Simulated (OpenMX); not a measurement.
Crystal: GaGe.

```
CELL_PARAMETERS angstrom
0.00000 2.89784 2.89784
2.89784 0.00000 2.89784
2.89784 2.89784 0.00000
ATOMIC_POSITIONS crystal
Ge 0.99277 0.98973 0.02535
Ga 0.23997 0.24662 0.26427
```

The cell comes from a database or a generator and needn't be the stable form of this composition.

The cell isn't the ideal one: atoms moved at random, drawn with an rms of 0.05 Å.

Base run:

- Program: OpenMX 3.8.5
- Functional: PBE
- Potentials or basis: OpenMX 2013 PBE set, Ge7.0-s3p2d2, Ga7.0-s3p2d2, grid cutoff 500 Ry
- k mesh: 9 × 9 × 9
- Occupations: fermi-dirac, width 0.05 eV
- Spin: no spin polarisation

Its results: band gap on the k mesh none (metal or under the smearing width); pressure 1.7 GPa; largest force 0.165 eV/Å.

Problem. The run is repeated on the same cell with these changes: potentials or basis from OpenMX 2013 PBE set, Ge7.0-s3p2d2, Ga7.0-s3p2d2, grid cutoff 500 Ry to OpenMX 2013 PBE set, Ge7.0-s2p2d1, Ga7.0-s2p2d1, grid cutoff 500 Ry. What comes out?

Solution. Band gap on the k mesh none (metal or under the smearing width); pressure 2.7 GPa; largest force 0.189 eV/Å.

Caveats: the basis of atomic orbitals isn't converged, which shifts pressures, moduli and gaps.
